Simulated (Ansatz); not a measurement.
**CH5AlClGa: small, medium and large basis sets**

One table from this session's results is given with a row withheld; the runs are named, their logs left out.

The runs use Ansatz 0.2.0, Gaussian basis; one geometry, several basis sets.

The runs, in order: PBE0-D4/def2-SVP; ωB97M-V/def2-SVP; PBE0-D4/def2-QZVPP; ωB97M-V/def2-QZVPP; the functionals' def2-TZVPP values are taken from earlier runs.

## Structure used throughout

All runs share one geometry, relaxed beforehand with PBE0-D4 in a triple-zeta def2 set.

SMILES `[CH3][Al]([Cl])[GaH2]`, 9 atoms, charge 0, spin multiplicity 1.

Atoms are counted from 1 here; the program's logs count them from 0.

Bond lengths: C1–Al2 1.946 Å, C1–H5 1.093 Å, C1–H6 1.095 Å, C1–H7 1.095 Å, Al2–Cl3 2.122 Å, Al2–Ga4 2.513 Å, Ga4–H8 1.578 Å, Ga4–H9 1.578 Å. Angles: Al2–C1–H5 113.1°, Al2–C1–H6 110.3°, Al2–C1–H7 110.1°, H5–C1–H6 108.2°, H5–C1–H7 108.1°, H6–C1–H7 106.8°, C1–Al2–Cl3 115.7°, C1–Al2–Ga4 130.8°, Cl3–Al2–Ga4 113.5°, Al2–Ga4–H8 122.4°, Al2–Ga4–H9 122.4°, H8–Ga4–H9 115.3°.

Set-up of the first run:

File in.yaml:

```yaml
crystal:
  periodic: [false, false, false]
  atoms:
    - {symbol: C, position_ang: [0.085045, 1.276104, -1.282425]}
    - {symbol: Al, position_ang: [0.558303, 0.096722, 0.191749]}
    - {symbol: Cl, position_ang: [2.521012, 0.329725, 0.963173]}
    - {symbol: Ga, position_ang: [-0.772264, -1.688175, 1.357327]}
    - {symbol: H, position_ang: [-0.941260, 1.137288, -1.630507]}
    - {symbol: H, position_ang: [0.207280, 2.322716, -0.985239]}
    - {symbol: H, position_ang: [0.757539, 1.107957, -2.130232]}
    - {symbol: H, position_ang: [-0.761389, -3.193951, 0.884923]}
    - {symbol: H, position_ang: [-1.654265, -1.388396, 2.631231]}
basis:
  gaussian: {orbitals: def2-SVP}
hamiltonian: {xc: pbe0, dispersion: d4}
output: {orbitals: {seedname: orbitals}}
```

Command:

```sh
ansatz run in.yaml --threads 2 --pin off --events-out ev --progress --plain --max-ram 32768MiB --backend cpu
```

Among the steps run: PBE0-D4 in def2-SVP; ωB97M-V in def2-SVP; PBE0-D4 in def2-QZVPP; ωB97M-V in def2-QZVPP.

One table of the session follows, with a row left open; its other results are not shown here.

| functional | basis | HOMO (eV) | LUMO (eV) |
| --- | --- | --- | --- |
| PBE0-D4 | def2-SVP | -6.97 | -2.17 |
| PBE0-D4 | def2-TZVPP | -7.01 | -2.20 |
| PBE0-D4 | def2-QZVPP | -7.03 | -2.22 |
| ωB97M-V | def2-SVP | -8.91 | -0.42 |
| ωB97M-V | def2-TZVPP | ? | ? |
| ωB97M-V | def2-QZVPP | -9.00 | -0.60 |

**Question.** Estimate the row for ωB97M-V, def2-TZVPP.

The run gave: HOMO (eV): -8.98; LUMO (eV): -0.48. In the column «HOMO (eV)» it lies between ωB97M-V, def2-QZVPP (-9.00) and ωB97M-V, def2-SVP (-8.91).
